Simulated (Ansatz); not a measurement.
# Lu: the cost of one run

All numbers are computed with Ansatz 0.2.0, driven from Python. Level of theory: DFT r2SCAN, plane waves, PAW.

This is Lu in the bcc structure; at room conditions it is hcp.

### Step 1. The system

The structure is cubic, space group Im-3m (No. 229). Conventional cell: a = 3.908 Å, b = 3.908 Å, c = 3.908 Å, α = 90.00°, β = 90.00°, γ = 90.00°. Around Lu (site symmetry m-3m) lie 8 Lu at 3.38 Å.

No structure file is read: the coordinates are typed or built in the script.

### Step 2. The script

ase_relax.py reads:

```python
import warnings

import ansatz
from ase import Atoms
from ase.calculators.calculator import Calculator, all_changes
from ase.filters import FrechetCellFilter
from ase.optimize import BFGSLineSearch
from ase.units import GPa
import numpy as np


class DFT(Calculator):
    implemented_properties = ["energy", "free_energy", "forces", "stress"]

    def calculate(self, atoms=None, properties=("energy",), system_changes=all_changes):
        super().calculate(atoms, properties, system_changes)
        bare = self.atoms.copy()
        bare.set_constraint()
        bare.set_momenta(None)
        job = (
            ansatz.Crystal.from_ase(bare).calculation()
            .functional(ansatz.Functional.R2SCAN)
            .basis(550)
            .kpoints(7, 7, 7)
            .occupations("fermi_dirac", width=0.1)
            .forces()
            .stress()
        )
        report = job.run().report
        self.results["energy"] = self.results["free_energy"] = report["lagrangian_ev"]
        self.results["forces"] = np.array(report["forces_ev_ang"])
        s = -np.array(report["stress_gpa"]) * GPa  # ASE counts tension as positive
        self.results["stress"] = s[[0, 1, 2, 1, 0, 0], [0, 1, 2, 2, 2, 1]]

warnings.simplefilter("ignore")
atoms = Atoms(
    ["Lu"],
    cell=[(-1.95410711, 1.95410711, 1.95410711), (1.95410711, -1.95410711, 1.95410711), (1.95410711, 1.95410711, -1.95410711)],
    scaled_positions=[
        (0.0, 0.0, 0.0),
    ],
    pbc=True,
)
atoms.rattle(0.1, seed=70)
atoms.calc = DFT()
before = atoms.get_potential_energy(), atoms.get_volume()
target = FrechetCellFilter(atoms)
optimiser = BFGSLineSearch(target, logfile=None)


def tell():
    fmax = np.linalg.norm(target.get_forces(), axis=1).max()
    print(f"step {optimiser.nsteps:2d}  E = {atoms.get_potential_energy():.5f} eV  fmax = {fmax:.4f}  V = {atoms.get_volume():.3f} A^3")


optimiser.attach(tell)
met = optimiser.run(fmax=0.03, steps=20)
print("threshold met:", bool(met), " energy gained:", round(before[0] - atoms.get_potential_energy(), 5), "eV")
print("cell lengths and angles:", np.round(atoms.cell.cellpar(), 3))
print(np.round(atoms.get_scaled_positions(), 4))
```

### Step 3. What the engine is handed

The engine receives this input (first run):

```yaml
crystal:
  lattice:
    - [-1.95410711, 1.95410711, 1.95410711]
    - [1.95410711, -1.95410711, 1.95410711]
    - [1.95410711, 1.95410711, -1.95410711]
  atoms:
    - { symbol: Lu, position: [-0.017278602169652504, -5.225668541097613e-05, 0.026322823542726775] }
basis:
  ecutwfc: 550.0
kpoints:
  mp_grid:
    grid: [7, 7, 7]
hamiltonian:
  xc: r2scan
scf:
  occupations:
    method: fermi_dirac
    width: 0.1
output:
  forces: true
  stress: true
```

### Step 4. The run

Command:

```
$ python ase_relax.py
```

Q: Estimate wall time and peak memory on 1 thread of Arm Neoverse V1, shared host.

About 12 s, with a peak of 0.49 GiB.
